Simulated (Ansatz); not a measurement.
# GeNH₅ + CH₄: a complex and its separated parts

The complex below is one end of an elementary step. How strongly is it bound against its free parts?

Program: Ansatz 0.2.0, Gaussian basis. Level of theory: PBE0-D4/def2-TZVP structures, single points in def2-TZVPP, no counterpoise correction. These are calculated values, not measurements.

Levels: SPW92, PBE-D4, BLYP-D4, r2SCAN-D4, B97M-V, PBE0-D4, B3LYP-D4, r2SCAN0-D4, BHLYP-D4, CAM-B3LYP-D4, wB97X-V, wB97M-V, B2PLYP, PBE-QIDH, RPA on PBE, Hartree-Fock, MP2, CCSD, CCSD(T).

Correlated methods freeze the cores. Filled d shells of the heavier atoms are correlated. B3LYP uses VWN-RPA correlation. B2PLYP carries no dispersion term here.

21 further runs of the same task are left out: 21 set aside as unsound or not needed.

## 1. Where the work starts

The complex: 12 atoms, charge 0, spin multiplicity 1.

Atoms are counted from 1 here; the program's logs count them from 0.

Bond lengths: Ge1–N2 1.845 Å, Ge1–H3 1.547 Å, Ge1–H4 1.535 Å, Ge1–H5 1.535 Å, N2–H8 1.011 Å, N2–H9 1.011 Å, H6–C7 1.090 Å, C7–H10 1.090 Å, C7–H11 1.090 Å, C7–H12 1.090 Å. Angles: N2–Ge1–H3 114.2°, N2–Ge1–H4 106.9°, N2–Ge1–H5 106.9°, H3–Ge1–H4 108.9°, H3–Ge1–H5 108.9°, H4–Ge1–H5 111.1°, Ge1–N2–H8 113.5°, Ge1–N2–H9 113.5°, H8–N2–H9 108.0°, H6–C7–H10 109.8°, H6–C7–H11 109.6°, H6–C7–H12 109.6°, H10–C7–H11 109.3°, H10–C7–H12 109.3°, H11–C7–H12 109.3°.

Geometry (Å):

```
Ge    0.8362   -0.7239   -1.3748
N     1.6750    0.3842   -0.1613
H     1.7755   -1.2983   -2.4621
H     0.2324   -1.8863   -0.5740
H    -0.2604    0.1089   -2.0542
H    -0.6916    0.6691    1.1816
C    -1.7450    0.4570    1.3673
H     2.3990   -0.0774    0.3729
H     2.0766    1.2117   -0.5815
H    -2.1301    1.1357    2.1285
H    -1.8554   -0.5714    1.7119
H    -2.3122    0.5906    0.4457
```

Its parts: GeNH₅ holds atoms 1, 2, 3, 4, 5, 8, 9; CH₄ holds atoms 6, 7, 10, 11, 12. Each part counts its atoms afresh in its own runs.

## 2. Relaxing GeNH₅ alone

relax-a/in.yaml reads:

```yaml
crystal:
  periodic: [false, false, false]
  atoms:
    - {symbol: Ge, position_ang: [0.836242, -0.723889, -1.374803]}
    - {symbol: N, position_ang: [1.675039, 0.384194, -0.161324]}
    - {symbol: H, position_ang: [1.775482, -1.298321, -2.462058]}
    - {symbol: H, position_ang: [0.232355, -1.886348, -0.574014]}
    - {symbol: H, position_ang: [-0.260359, 0.108930, -2.054180]}
    - {symbol: H, position_ang: [2.399006, -0.077371, 0.372920]}
    - {symbol: H, position_ang: [2.076637, 1.211698, -0.581463]}
basis:
  gaussian: {orbitals: def2-TZVP}
hamiltonian: {xc: pbe0, dispersion: d4}
relax: {f_tol: 0.005, max_steps: 200}
```

The command line of these runs was not kept.

The runs that follow: Relaxing CH₄ alone; wB97M-V/def2-TZVPP; CCSD(T)/def2-TZVPP; Vibrations of GeNH₅; Vibrations of CH₄.

Q: Predict the outcome of this session. Wanted: complex less parts, CCSD(T)/def2-TZVPP; with zero-point energy; largest T1 diagnostic.

As calculated:

| quantity | value |
| --- | --- |
| complex less parts, CCSD(T)/def2-TZVPP | -5.6 kJ/mol |
| with zero-point energy | -2.9 kJ/mol |
| largest T1 diagnostic | 0.011 |

**Reading.** At CCSD(T) the complex lies 5.6 kJ/mol below its parts. The functionals run from wB97M-V, off by 0.0 kJ/mol, to SPW92, off by -4.1 kJ/mol, against CCSD(T). By rung, the mean size of the error is: LDA 4.1, GGA 0.8, meta-GGA 0.5, hybrid 0.5, range-separated hybrid 0.2, double hybrid 2.8 kJ/mol. PBE-D4 gives a relative energy 1.4 kJ/mol too low, an error of 26 % of the reference. No counterpoise was applied, and triple zeta lacks some correlation, so the CCSD(T) reference has a basis error of its own, and close matches with it are partly luck.
